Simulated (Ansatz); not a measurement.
A first try at cell relaxations under several functionals of NaCl, space group Fm-3m, using Ansatz 0.2.0, Python API.

The script, `nacl_lattice.py`:
```python
# -*- coding: utf-8 -*-
from dataclasses import dataclass

import ansatz as az
import numpy as np


@dataclass(frozen=True)
class Options:
    filling: str = "Fixed"
    kspacing: float = 0.44
    fmax: float = 0.05


cfg = Options()

def edges_and_angles(cell):
    cell = np.asarray(cell)
    a, b, c = np.linalg.norm(cell, axis=1)
    cosines = cell[1] @ cell[2] / (b * c), cell[0] @ cell[2] / (a * c), cell[0] @ cell[1] / (a * b)
    return (a, b, c, *np.degrees(np.arccos(cosines)))


def main():
    lattice = az.Lattice(
        (0.0, 2.81, 2.81),
        (2.81, 0.0, 2.81),
        (2.81, 2.81, 0.0),
    )
    sites = [
        ("Na", (0.0, 0.0, 0.0)),
        ("Cl", (0.5, 0.5, 0.5)),
    ]
    xtal = az.Crystal(lattice=lattice)
    for symbol, position in sites:
        xtal = xtal.atom(symbol, position)

    job = (
        xtal.calculation()
        .occupations(cfg.filling)
        .kpoints(spacing=cfg.kspacing)
        .basis(38 * az.Ry)
        .relax(cell=True, force_tolerance=cfg.fmax, max_steps=30)
    )

    levels = [("pbe", "d4"), ("pbe", "d3bj"), ("r2scan", "rvv10"), ("rpbe", "none")]
    print("level            a       b       c    alpha   beta  gamma  V/atom  steps")
    for name, dispersion in levels:
        seen = []
        run = job.functional(name, dispersion=dispersion).session().plan()
        out = run.execute(on_event=lambda e: seen.append(e) if e["event"] == "relax_step" else None)
        cell = out.lattice.cell_ang
        label = name if dispersion == "none" else f"{name}+{dispersion}"
        print("{:13s} {:7.4f} {:7.4f} {:7.4f} {:6.2f} {:6.2f} {:6.2f}".format(label, *edges_and_angles(cell)), f"{abs(np.linalg.det(cell)) / len(out.lattice.sites):7.3f} {len(seen):5d}")


if __name__ == "__main__":
    main()
```

```console
$ python nacl_lattice.py
Traceback (most recent call last):
  File "nacl_lattice.py", line 58, in <module>
    main()
    ~~~~^^
  File "nacl_lattice.py", line 25, in main
    lattice = az.Lattice(
        (0.0, 2.81, 2.81),
        (2.81, 0.0, 2.81),
        (2.81, 2.81, 0.0),
    )
TypeError: Lattice.__init__() takes 1 positional argument but 4 were given
```

Find the fault and give the corrected script.

The fault: a lattice is made by Lattice.of, not by the class itself. The correction:

```diff
--- before
+++ after
@@ -24,3 +24,3 @@
 def main():
-    lattice = az.Lattice(
+    lattice = az.Lattice.of(
         (0.0, 2.81, 2.81),
```

After the fix:

`python nacl_lattice.py` gives:
```text
level            a       b       c    alpha   beta  gamma  V/atom  steps
pbe+d4         3.9855  3.9855  3.9855  60.00  60.00  60.00  22.383     4
pbe+d3bj       3.9443  3.9443  3.9443  60.00  60.00  60.00  21.695     4
r2scan+rvv10   3.9364  3.9364  3.9364  60.00  60.00  60.00  21.565     4
rpbe           4.1306  4.1306  4.1306  60.00  60.00  60.00  24.917     5
```

Caveats:
- Forces vanish by symmetry, so the ions can't move, and the end may be a saddle.
- Edges and angles are those of the cell as typed, here a primitive one, not of the conventional cell.
- Of the deposited cell: the entry's cell lengths or inner coordinates differ somewhat from later room-temperature determinations.
- The starting cell is as deposited in a crystallographic database; the results hold for this polymorph, which needn't be the stable one.
- Run time: 23 s on 1 thread of Arm Neoverse V2, on a shared host, peak memory 0.58 GiB.

(A comment or docstring line of the script was reworded after the run, the code is as it ran; lines on the test bed's own set-up are left out of the output.)
